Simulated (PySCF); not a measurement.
# C3H7BS2: the cost of one run

Programs: PySCF 2.14.0, with density-fitted response routines of our own. Each step states its level of theory. These are calculated values for one molecule in the gas phase, unless marked as measured. Atoms are numbered from 0 throughout.

### 1 Starting geometry

13 atoms, charge 0, multiplicity 1; geometry from: GFN2-xTB. The atoms were then displaced at random by about 0.01 Å, so the start is not that level's minimum.

Bonds of the start (Å): C0–B1 1.60, B1–S2 1.80, S2–C3 1.79, C3–C4 1.50, C4–S5 1.84, S5–B1 1.80, C0–H6 1.08, C0–H7 1.07, C0–H8 1.10, C3–H9 1.11, C3–H10 1.10, C4–H11 1.09, C4–H12 1.11.

### 2 Geometry optimisation at PBE0-D3(BJ)/def2-SVP

The job: settings as JSON, then the geometry in Å.

```
{"job": {"xc": "PBE0", "basis": "def2-SVP", "d3": "d3bj", "grid": 1, "shake": 0.01, "kind": "geom"}, "charge": 0, "multiplicity": 1}
C      2.431130    -0.107820     0.572810
B      0.871000    -0.055580     0.210410
S      0.200150    -0.689820    -1.338900
C     -1.515380    -0.530990    -0.860310
C     -1.728210     0.630010     0.072090
S     -0.359120     0.662410     1.305230
H      2.592270    -0.144930     1.641530
H      2.950230    -0.903100     0.088270
H      2.894620     0.838040     0.247120
H     -1.828940    -1.475650    -0.367230
H     -2.134650    -0.409800    -1.762460
H     -1.677540     1.588540    -0.444250
H     -2.689750     0.581810     0.625360
```

Run with:

```
> OMP_NUM_THREADS=1 python probes_run.py task.json out
```

This one command runs all jobs of the session in turn.

Q: Estimate the wall time and peak memory of this first job on 1 thread of Arm Neoverse V1, shared host.

About 55 s, with a peak of 0.49 GiB.
